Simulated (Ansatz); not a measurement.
# PbSeO (2H monolayer (Janus) type, one sheet): the dielectric function from several functionals, part 2 of 2

How does PbSeO (2H monolayer (Janus) type, one sheet) absorb light if electrons and holes don't interact? Plan: optics with PBE on 6×6×1; optics with r2SCAN on 6×6×1.

Ansatz 0.2.0; plane waves, PAW; no local fields, no excitons; one sheet in a cell with vacuum, so ε is a mean over the cell's height; no spin-orbit coupling unless a run is so named. The steps go on from the part before.

**3. Optics, r2SCAN**

input.yaml

```yaml
crystal:
  lattice:
    - [3.343855169, 0.0, 0.0]
    - [-1.6719275845, 2.8958635229, 0.0]
    - [0.0, 0.0, 31.7717086827]
  atoms:
    - { symbol: Pb, position: [0.3333333333, 0.6666666667, 0.30382817] }
    - { symbol: O, position: [0.6666666667, 0.3333333333, 0.3377976524] }
    - { symbol: Se, position: [0.6666666667, 0.3333333333, 0.2081868292] }
  periodic: [true, true, false]
kpoints:
  mp_grid: { grid: [6, 6, 1] }
hamiltonian:
  xc: r2scan
scf:
  occupations: { method: fermi_dirac, width: 0.02 }
output:
  optics:
    e_range: [0, 12]
    de: 0.05
    sigma: 0.1
    bands: { spectra_wanted_up_to: 12 }
```

Launch:

```
$ ansatz run input.yaml --threads 2 --pin off --max-ram 20275MiB --backend cpu --events-out ev --progress --plain --runs-dir out
```

Output:

```text
Engine: ansatz 0.2.0, x86_64-unknown-linux-gnu
Pseudopotentials: kind: paw
Pseudopotential: Pb, paw, valence charge 14, recommended cutoff 500 eV (meta_gga), Pb.paw.azcp
Pseudopotential: O, paw, valence charge 6, recommended cutoff 500 eV (meta_gga), O.paw.azcp
Pseudopotential: Se, paw, valence charge 16, recommended cutoff 500 eV (meta_gga), Se.paw.azcp
Functional definition: r2SCAN
  parameter k0 = 0.174
  parameter k1 = 0.065
  parameter a1 = 4.9479
  exchange = r2scan_x(k0 = k0, k1 = k1, a1 = a1)
  correlation = r2scan_c
Crystal: 3 atoms, lattice volume = 307.657 Å³
Basis set: ecut = 500 eV, 7675 PW (Γ), exchange–correlation on 100×100×960 points (64 copies of the dense FFT grid, shifted against one another)
Bands: 22, of which v1, the nominal top of the filled ones, is band 18 counted from 1 (17 counted from 0)
Symmetry: 6 space group operations
Space group: P3m1 (ITA 156), of the structure as read, at distance tolerance 6.8e-5 Å
k-points: 7 of 36 (time reversal used)
Non-local potential: Pb, projectors of the file, l = 0: 2, l = 1: 2, l = 2: 2, l = 3: 2
Non-local potential: O, projectors of the file, l = 0: 2, l = 1: 2, l = 2: 1
Non-local potential: Se, projectors of the file, l = 0: 2, l = 1: 2, l = 2: 3, l = 3: 1
PAW form: soft (Blöchl's): semilocal exchange-correlation on the pseudo side does not see the compensation charge
PAW frozen core: Pb, regenerated for the run's functional (the file was generated under x = pbe(κ = 0.804, μ = 0.2195149727645171), c = pbe(β = 0.06672455060314922))
PAW frozen core: O, regenerated for the run's functional (the file was generated under x = pbe(κ = 0.804, μ = 0.2195149727645171), c = pbe(β = 0.06672455060314922))
PAW frozen core: Se, regenerated for the run's functional (the file was generated under x = pbe(κ = 0.804, μ = 0.2195149727645171), c = pbe(β = 0.06672455060314922))
PAW one-centre angular grid: Pb, 590 points (default); XC on 160 Gauss nodes
PAW one-centre angular grid: O, 302 points (default); XC on 160 Gauss nodes
PAW one-centre angular grid: Se, 590 points (default); XC on 160 Gauss nodes
Initial density: superposition of atomic densities (neutral atoms: chi_scale 0, normalization atom), corrected by the library's trained network
Initial wavefunctions: pseudopotential atomic-orbital guess
Functional: x = r2scan, c = r2scan; τ floored in thin density (d = 2e-4 eV/Å³)
SCF iter   1: F=—  HF=-17965.168054 eV  |F-HF|=—  |Δ(HF+E_count)|=         —  Δρ=6.86e-3  dr2=1.11e0  dr2_τ=8.37e-2  ethr=1.77e-3  ⟨swp⟩=16.0  Hψ=1293  notcnv=0
preconditioner: auto → LDOS  [insulator: Δε(μ)=0.080 eV  Ē_g=14.690 eV  σ=0.020 eV  W_gap=0.54  n_scr=18 (ndim 8)  ℏωp=10.8 eV  f_vac=0.760  D(μ)=8.72/eV (n_scr^D=64)  ε∞_Penn≈1.5  β→1.0]
SCF iter   2: F=—  HF=-17965.167610 eV  |F-HF|=—  |Δ(HF+E_count)|=   4.44e-4  Δρ=6.12e-3  dr2=7.21e-1  dr2_τ=1.44e-3  ethr=1.77e-3  ⟨swp⟩=3.0  Hψ=254  notcnv=0  defer=1
SCF iter   3: F=—  HF=-17965.159681 eV  |F-HF|=—  |Δ(HF+E_count)|=   7.93e-3  Δρ=4.35e-3  dr2=5.36e-1  dr2_τ=8.21e-4  ethr=1.77e-3  ⟨swp⟩=2.3  Hψ=178  notcnv=0  defer=1
SCF iter   4: F=—  HF=-17965.133111 eV  |F-HF|=—  |Δ(HF+E_count)|=   2.66e-2  Δρ=2.19e-3  dr2=3.77e-2  dr2_τ=4.92e-4  ethr=1.49e-3  ⟨swp⟩=2.6  Hψ=191  notcnv=0  defer=1
SCF iter   5: F=—  HF=-17965.133917 eV  |F-HF|=—  |Δ(HF+E_count)|=   8.06e-4  Δρ=1.51e-3  dr2=2.93e-2  dr2_τ=7.41e-5  ethr=1.05e-4  ⟨swp⟩=3.6  Hψ=303  notcnv=0  defer=1
SCF iter   6: F=—  HF=-17965.132563 eV  |F-HF|=—  |Δ(HF+E_count)|=   1.35e-3  Δρ=1.28e-3  dr2=1.89e-2  dr2_τ=3.78e-5  ethr=8.13e-5  ⟨swp⟩=2.0  Hψ=187  notcnv=0  defer=1
SCF iter   7: F=—  HF=-17965.131114 eV  |F-HF|=—  |Δ(HF+E_count)|=   1.45e-3  Δρ=9.70e-4  dr2=8.40e-3  dr2_τ=2.52e-5  ethr=5.26e-5  ⟨swp⟩=2.7  Hψ=203  notcnv=0  defer=1
SCF iter   8: F=—  HF=-17965.129532 eV  |F-HF|=—  |Δ(HF+E_count)|=   1.58e-3  Δρ=6.16e-4  dr2=2.37e-3  dr2_τ=1.59e-5  ethr=2.33e-5  ⟨swp⟩=3.4  Hψ=254  notcnv=0  defer=1
SCF iter   9: F=—  HF=-17965.129263 eV  |F-HF|=—  |Δ(HF+E_count)|=   2.69e-4  Δρ=2.70e-4  dr2=4.23e-4  dr2_τ=7.40e-6  ethr=6.59e-6  ⟨swp⟩=3.7  Hψ=280  notcnv=0  defer=1
SCF iter  10: F=—  HF=-17965.129248 eV  |F-HF|=—  |Δ(HF+E_count)|=   1.58e-5  Δρ=9.44e-5  dr2=8.85e-5  dr2_τ=1.12e-6  ethr=1.17e-6  ⟨swp⟩=3.3  Hψ=351  notcnv=0  defer=1
SCF iter  11: F=—  HF=-17965.129232 eV  |F-HF|=—  |Δ(HF+E_count)|=   1.59e-5  Δρ=3.35e-5  dr2=1.37e-5  dr2_τ=2.66e-7  ethr=2.46e-7  ⟨swp⟩=3.0  Hψ=320  notcnv=0  defer=1
SCF iter  12: F=—  HF=-17965.129234 eV  |F-HF|=—  |Δ(HF+E_count)|=   2.48e-6  Δρ=1.65e-5  dr2=2.96e-6  dr2_τ=3.42e-8  ethr=3.80e-8  ⟨swp⟩=2.9  Hψ=315  notcnv=0  defer=1
SCF iter  13: F=—  HF=-17965.129264 eV  |F-HF|=—  |Δ(HF+E_count)|=   3.00e-5  Δρ=1.21e-5  dr2=1.22e-6  dr2_τ=1.45e-8  ethr=8.23e-9  ⟨swp⟩=4.0  Hψ=336  notcnv=0  defer=1
SCF iter  14: F=—  HF=-17965.129264 eV  |F-HF|=—  |Δ(HF+E_count)|=   9.29e-8  Δρ=3.02e-6  dr2=4.85e-8  dr2_τ=9.68e-10  ethr=3.38e-9  ⟨swp⟩=2.9  Hψ=200  notcnv=0  defer=1
SCF iter  15: F=—  HF=-17965.129264 eV  |F-HF|=—  |Δ(HF+E_count)|=   1.64e-8  Δρ=7.80e-7  dr2=2.62e-9  dr2_τ=1.28e-10  ethr=1.35e-10  ⟨swp⟩=3.1  Hψ=287  notcnv=0  defer=1
SCF iter  16: F=—  HF=-17965.129264 eV  |F-HF|=—  |Δ(HF+E_count)|=   2.66e-9  Δρ=4.13e-7  dr2=2.14e-9  dr2_τ=3.29e-11  ethr=7.28e-12  ⟨swp⟩=3.3  Hψ=341  notcnv=0  defer=1
SCF iter  17: F=—  HF=-17965.129264 eV  |F-HF|=—  |Δ(HF+E_count)|=  6.55e-11  Δρ=1.39e-7  dr2=2.43e-10  dr2_τ=2.79e-12  ethr=5.96e-12  ⟨swp⟩=2.3  Hψ=270  notcnv=0  defer=1
SCF iter  18: F=—  HF=-17965.129264 eV  |F-HF|=—  |Δ(HF+E_count)|=  6.55e-11  Δρ=4.28e-8  dr2=4.43e-11  dr2_τ=2.38e-13  ethr=1.00e-12  ⟨swp⟩=2.4  Hψ=258  notcnv=0  defer=1
SCF iter  19: F=-17965.129264 eV  HF=-17965.129264 eV  |F-HF|=4.37e-11  |Δ(HF+E_count)|=  5.82e-11  Δρ=1.32e-8  dr2=2.53e-12  dr2_τ=5.08e-14  ethr=1.00e-12  ⟨swp⟩=6.1  Hψ=577  notcnv=0
SCF 1 converged in 19 iterations: F = -17965.129264 eV  dr2 = 2.53e-12
NSCF: frozen V_eff on 7 k-points
Optics k sum: 0 of 7 k-points
[...]
WARN: output.optics: on 4 of the rows wanted, those up to 12.000 eV, the energy-loss function is not bounded in the bands left out, and is left empty along some axis. In full: what the bands over the 52 summed would add to eps1, eps2 and the energy-loss function is held between a lower and an upper bound (11 Lanczos steps). eps1, eps2 and their loss function (loss_summed_bands) are given on every row as the summed bands alone make them. Along an axis, on a row where the two bounds hold the loss function to about 1 % of the greater of itself and 0.5 % of |1/eps|, its cell (loss_completed) is given, with the completed eps1 and eps2 that it is formed of (a cell that is left empty reads nan in the table and null in the record). The two bounds hold it so along every axis on 236 of the 240 rows up to 12.000 eV; on the other 4, the lowest at 0.050 eV, those cells are left empty along some axis; the steps ended with no row wanted left that a further step could bound, as where the summed bands' own error is too great, or, of a sum inside the cells of its k-points, where these part, or are assumed to part, too far in what the bands left out add (a denser output.optics.nscf_kmesh narrows that). The run works to bound the rows up to 12.000 eV and no higher ones: a peak of the loss function over that energy may be left empty with no warning. To have the run work for it, set output.optics.bands.spectra_wanted_up_to to a higher energy. perfect_screening_sum, loss_f_sum_n_eff and, beside carriers, perfect_screening_limit are those of loss_summed_bands: over the bounded function the two sums would run over rows that are not all bounded, and lack what the bands left out lay past the top of the energy grid. Bounded is said of the bands left out alone, which are those that the basis at basis.ecutwfc holds: it says nothing of that cutoff, of the k-point mesh, of what the sum inside its cells errs by (eps2_relative_error), of the factors of all_electron_strengths, nor of how far the SCF is converged. The bands left out are taken at the k-points, and what their mean over the points' cells stands off that by is in neither bound: the run's estimate of it, which the test of a row counts in, is 0.35 % of |eps| at the most among the values given; where the mean stood off by over 0.5 % the points' spread read 0.1 to 3 times that
SCF converged after 19 iterations
Free energy (F): -17965.129264 eV
Harris-Foulkes:  -17965.129264 eV  (|F-HF|=4.37e-11)
Internal energy: -17965.113597 eV  (E = F + TS)
E sigma→0 (E₀):  -17965.121431 eV
Entropy (-TS):   -0.015667 eV (-5.222 meV/atom)
Fermi energy:    -6.983795 eV
--- Per-component energies (eV) ---
  E_band       = -996.518387
  E_kinetic    = 579.337147
  E_local      = -75370.629626  (includes V_loc(G=0)·N_el)
  E_nonlocal   = -194.297244
  E_hartree    = 37247.811275
  E_xc         = -376.435461
  E_vxc        = -352.253745  (∫ρ·V_xc dr)
  E_paw        = -12520.872433  (= ΣΔE_a)
  E_vpaw       = -177.224607  (= ΣTr[D̂ρ^β])
  E_aug_tail   = 0.000799  (compensation charges beyond the density's cutoff)
  E_vtau       = 22.926265  (kinetic-family band-sum trace: ∫τ·v_τ [+ j·A + Jᵃ·Aᵃ] dr)
  E_ewald      = 32670.803154
  E_core_change = -0.831209  (= ΣΔE_core)
  E_smearing   = -0.015667  (= −TS)
  E_closure    = 0.000000  (closes the sum)
  Σ components = -17965.129264   (vs F -17965.129264, Δ=0.00e0)
--- Band table (eV; the first three rows and the last of 7) ---
  k-point 0: bands = ["-55.5204", "-55.5204", "-55.3137", "-55.3137", "-55.2469", "-26.2050", "-23.6926", "-23.6926", "-23.4376", "-23.3162", "-23.3162", "-20.3137", "-14.8401", "-9.2124", "-8.8650", "-8.8650", "-7.8186", "-5.0518", "-5.0518", "-3.4433", "-0.4494", "0.3271"]
  k-point 1: bands = ["-55.5204", "-55.5195", "-55.3140", "-55.3137", "-55.2464", "-26.2077", "-23.6336", "-23.5938", "-23.4452", "-23.3302", "-23.1523", "-20.0024", "-14.6554", "-9.7886", "-9.0683", "-8.9067", "-7.4001", "-6.7919", "-5.4655", "-2.5637", "-0.2594", "0.1374"]
  k-point 2: bands = ["-55.5203", "-55.5177", "-55.3145", "-55.3139", "-55.2454", "-26.2538", "-23.6223", "-23.4332", "-23.3368", "-23.3131", "-22.7117", "-19.2542", "-14.4745", "-10.5378", "-9.5321", "-9.4875", "-8.3604", "-6.9965", "-6.1501", "-3.4203", "-0.8376", "1.1030"]
  k-point 6: bands = ["-55.5183", "-55.5183", "-55.3145", "-55.3145", "-55.2447", "-26.2780", "-23.5315", "-23.4355", "-23.4347", "-23.2799", "-22.1017", "-18.5490", "-14.3492", "-11.2538", "-9.7048", "-9.6239", "-9.4309", "-7.3843", "-7.3297", "-3.6428", "-1.7031", "0.0226"]
  the weakly bound empty levels are not read free of the cell's end (no_gap_told)
```

It took 65 s on 2 threads of AMD EPYC 7R13 (Zen 3), shared host; peak memory 1.8 GiB.

From the head of optics.tsv:

```
# eps2_relative_error = 0.0048
# drude_weight_relative_error = 0.0155
# drude_damping_ev = 0e0
# drude_plasma_energy_squared_ev2(xx yy zz xy xz yz) = 3.769780 3.769780 0.000000 0.000000 0.000000 0.000000
# drude_plasma_energy_ev(xx yy zz) = 1.941592 1.941592 0.000000
# f_sum_n_eff(xx yy zz) = 15.566535 15.566535 14.959055 of n_electrons = 36.000000
# n_bands = 52
# n_bands_set_by = photon_energy
# valid_up_to_ev = 17.590580
```

The dielectric function from optics.tsv (yy equals xx), one row in 8 (narrow peaks fall between the rows):

```csv
E (eV),ε₂ xx,ε₂ zz,ε₁ xx,ε₁ zz
0.05,0.49,0.01,-1461.50,3.77
0.45,27.46,0.86,-42.03,2.70
0.85,1.75,0.47,-10.35,3.45
1.25,1.27,3.72,-2.43,3.49
1.65,0.87,0.91,0.43,0.45
2.05,1.57,0.27,-0.54,1.19
2.45,1.15,0.20,0.00,1.62
2.85,0.80,0.24,0.98,2.01
3.25,1.27,0.53,0.62,1.69
3.65,1.44,0.73,0.29,2.14
4.05,0.73,0.75,0.24,1.68
4.45,0.38,1.10,0.76,1.96
4.85,0.31,1.18,1.09,1.57
5.25,0.14,0.35,1.74,1.28
5.65,1.51,0.87,1.51,2.18
6.05,1.55,0.96,1.29,1.78
6.45,1.11,1.54,0.92,1.91
6.85,1.26,1.99,0.74,1.21
7.25,0.85,1.12,0.44,0.52
7.65,0.62,0.68,0.34,-0.13
8.05,0.44,0.33,0.73,0.78
8.45,0.48,0.36,0.93,0.92
8.85,0.55,0.41,0.96,0.96
9.25,0.65,0.38,0.89,1.10
9.65,0.61,0.61,0.86,1.35
10.05,0.45,0.67,0.71,0.80
10.45,0.58,0.49,0.91,1.08
10.85,0.59,0.66,0.67,1.05
11.25,0.48,0.61,0.72,0.92
11.65,0.47,0.65,0.70,0.94
```

Tallest peaks of ε₂ (mean of the periodic axes): 76.8 at 0.30 eV.

**4. Comparison**

```
 level   mesh  tallest peak of ε₂  time
   PBE  6×6×1     79.3 at 0.25 eV  23 s
r2SCAN  6×6×1     76.8 at 0.30 eV  65 s
```

**5. What came out**

This closing draws on all 2 parts.

| quantity | value |
| --- | --- |
| tallest peak of ε₂, PBE | 79.3 at 0.25 eV |
| tallest peak of ε₂, r2SCAN | 76.8 at 0.30 eV |

In words: The bands overlap (by 2.2 to 2.3 eV on the mesh), so no ε∞ is quoted there; free carriers add a Drude term, which without damping shows in ε₁ alone. For such bands the peaks and the Drude weight on a 6×6×1 mesh aren't converged. A sheet's ε refers to the whole height of the cell: in the plane ε − 1 falls as one over that height.
